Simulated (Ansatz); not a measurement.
# KInW2O6: the cost of one run

Computed with Ansatz 0.2.0, driven from Python. Level of theory: DFT with a functional composed in the script, plane waves, PAW.

## (1) The system

KInW2O6 Fm-3m: Symmetry: Fm-3m, No. 225, cubic system. Conventional cell: a = 8.081 Å, b = 8.081 Å, c = 8.081 Å, α = 90.00°, β = 90.00°, γ = 90.00°. Around K (site symmetry m-3m) lie 12 O at 2.86 Å. In (site symmetry m-3m) has 12 O at 2.86 Å as nearest neighbours. W (site symmetry -43m) has 6 O at 2.02 Å as nearest neighbours. Only part of the 4 independent sites is listed.

K Im-3m: The structure is cubic, space group Im-3m (No. 229). The conventional cell has a = 5.225 Å, b = 5.225 Å, c = 5.225 Å, α = 90.00°, β = 90.00°, γ = 90.00°.

InW2O6 Fm-3m: The structure is cubic, space group Fm-3m (No. 225). Conventional cell: a = 8.081 Å, b = 8.081 Å, c = 8.081 Å, α = 90.00°, β = 90.00°, γ = 90.00°. In (site symmetry m-3m) has 12 O at 2.86 Å as nearest neighbours. W (site symmetry -43m) has 6 O at 2.02 Å as nearest neighbours. Around O (site symmetry mmm) lie 2 W at 2.02 Å and 2 In at 2.86 Å.

The script holds or builds the structure itself.

## (2) The script

voltage_kinw2o6.py

```python
"""Removing K from KInW2O6: voltage and change of volume, after relaxing cells and atoms."""

from collections import Counter
import warnings

import ansatz as az
from ase.data import atomic_masses, atomic_numbers
import numpy as np

config = {
    "cutoff_ev": 320,
    "kspacing": 0.3,
    "filling": "gaussian",
    "width_ev": 0.1,
}

PHASES = {
    "KInW2O6": (
        [(0.0, 4.04063188, 4.04063188), (4.04063188, 0.0, 4.04063188), (4.04063188, 4.04063188, 0.0)],
        [
            ("K", (0.0, 0.0, 0.0)),
            ("In", (0.5, 0.5, 0.5)),
            ("W", (0.25, 0.25, 0.25)),
            ("W", (0.75, 0.75, 0.75)),
            ("O", (0.5, 0.5, 0.0)),
            ("O", (0.0, 0.0, 0.5)),
            ("O", (0.0, 0.5, 0.5)),
            ("O", (0.5, 0.0, 0.0)),
            ("O", (0.5, 0.0, 0.5)),
            ("O", (0.0, 0.5, 0.0)),
        ],
    ),
    "K": (
        [(-2.6125, 2.6125, 2.6125), (2.6125, -2.6125, 2.6125), (2.6125, 2.6125, -2.6125)],
        [
            ("K", (0.0, 0.0, 0.0)),
        ],
    ),
}


def build(vectors, sites):
    crystal = az.Crystal(lattice=az.Lattice.of(vectors))
    for symbol, position in sites:
        crystal = crystal.atom(symbol, position)
    return crystal


def solve(name, crystal):
    calc = (
        crystal.calculation()
        .eigensolver("auto", full_accuracy=True)
        .basis(config["cutoff_ev"], xc_grid=3)
        .functional(exchange="pbe", correlation="pbesol")
        .accuracy("medium")
        .kpoints(spacing=config["kspacing"])
        .occupations(config["filling"], width=config["width_ev"])
        .band_table()
    )
    calc = calc.relax(force_tolerance=0.03, max_steps=60, cell=True)
    return calc.run()


def counts(outcome):
    return Counter(site.symbol for site in outcome.lattice.sites)


def gap_ev(outcome):
    # nan where the run reports no band edges: a metal, overlapping bands, or a gap that is small against the smearing
    edges = outcome.report.get("band_edges_ev")
    return edges[1] - edges[0] if edges else float("nan")

warnings.simplefilter("ignore")

phases = {name: build(*cell) for name, cell in PHASES.items()}
# empty the sites of the mobile ion
host = phases["KInW2O6"].resolved()
for site in phases["KInW2O6"].resolved().sites:
    if site.symbol == "K":
        host = host.vacancy("K", at=site.position)
phases["InW2O6"] = host.resolved()

done = {name: solve(name, crystal) for name, crystal in phases.items()}

full, empty, metal = done["KInW2O6"], done["InW2O6"], done["K"]
n = counts(full)["K"]
reaction = full.report["energy_sigma0_ev"] - empty.report["energy_sigma0_ev"] - n * metal.report["energy_sigma0_ev"] / len(metal.lattice.sites)
voltage = -reaction / n
v_full, v_empty = (abs(np.linalg.det(o.lattice.cell_ang)) for o in (full, empty))
print(f"average voltage {voltage:.3f} V for {n} K per cell")
print(f"cell volume {v_empty:.2f} -> {v_full:.2f} A^3 on insertion ({100 * (v_full / v_empty - 1):+.1f} %)")
mass = sum(k * atomic_masses[atomic_numbers[e]] for e, k in counts(full).items())
capacity = 26801 * 1 * n / mass
print(f"capacity {capacity:.0f} mAh/g of the full compound, energy {capacity * voltage:.0f} Wh/kg")
```

## (3) Launch

The run is started by

```bash
python voltage_kinw2o6.py
```

**Question.** How long does this script take on 1 thread of Arm Neoverse V2, shared host, and how much memory does it need?

About 96 s, with a peak of 0.53 GiB.
